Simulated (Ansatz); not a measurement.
NaLaMnMoO6:

```xyz
20
Lattice="5.5573 0.0000 0.0000 0.0000 5.5979 0.0000 -0.0621 0.0000 8.0246" Properties=species:S:1:pos:R:3 pbc="T T T"
Na    4.1374    2.8870    4.0062
Na    1.3578    0.0880    4.0184
La    1.3670    5.3682    8.0196
La    4.1282    2.5692    0.0051
Mn    1.3605    2.7297    2.0549
Mn    4.1347    5.5286    5.9698
Mo    4.1822    5.5792    2.1739
Mo    1.3130    2.7803    5.8508
O     3.7116    5.4765    3.9370
O     0.1718    4.5353    2.2249
O     5.1705    1.6184    2.2490
O     2.6450    1.1737    1.5987
O     3.0127    4.1180    1.6113
O     4.6099    0.1018    0.0315
O     1.7837    2.6775    4.0877
O     5.3234    1.7363    5.7997
O     0.3247    4.4173    5.7756
O     2.8502    3.9726    6.4260
O     2.4825    1.3190    6.4134
O     0.8853    2.9007    7.9932
```

The cell was built by a generator and needn't be a form met in nature.

Base run:

```yaml
Program: Ansatz 0.2.0
Functional: PBE
Potentials_or_basis: PseudoDojo standard (PBE files)
Cutoff: 1497 eV
Density_cutoff: 5987 eV
k_mesh: 5 × 5 × 4
Occupations: fermi-dirac, width 0.05 eV
Spin: collinear spin, ferromagnetic start
Starting_moments: "[0.0, 0.0, 0.0, 0.0, 4.0, 4.0, 1.0, 1.0, 0.0, 0.0, 0.0, 0.0, 0.0, 0.0, 0.0, 0.0, 0.0, 0.0, 0.0, 0.0] μB"
```

Its results: band gap on the k mesh 0.19 eV, indirect (least direct gap 0.23 eV); pressure -0.2 GPa; net moment 9.98 μB per cell; site moments Na +0.00; La +0.01; Mn +3.83; Mo +0.19; O +0.02, +0.04, +0.03, +0.06 μB; largest force 0.067 eV/Å.

Problem. The run is repeated on the same cell with these changes: potentials or basis from PseudoDojo standard (PBE files) to Ansatz NC. What comes out?

Solution. Band gap on the k mesh 0.13 eV, indirect (least direct gap 0.18 eV); pressure -0.1 GPa; net moment 9.97 μB per cell; site moments Na +0.00; La +0.01; Mn +3.80; Mo +0.19; O +0.02, +0.04, +0.03, +0.06 μB; largest force 0.034 eV/Å.

Caveats: odd divisions of the mesh miss points on the zone boundary, where band edges often lie, so the gap on the mesh can be too wide; spin-orbit coupling is left out, which moves the levels of the heavy elements; only a ferromagnetic start was run, and an antiferromagnetic order may lie lower in energy.

A k mesh can miss the band edges.

Not every run made on this cell is shown here.
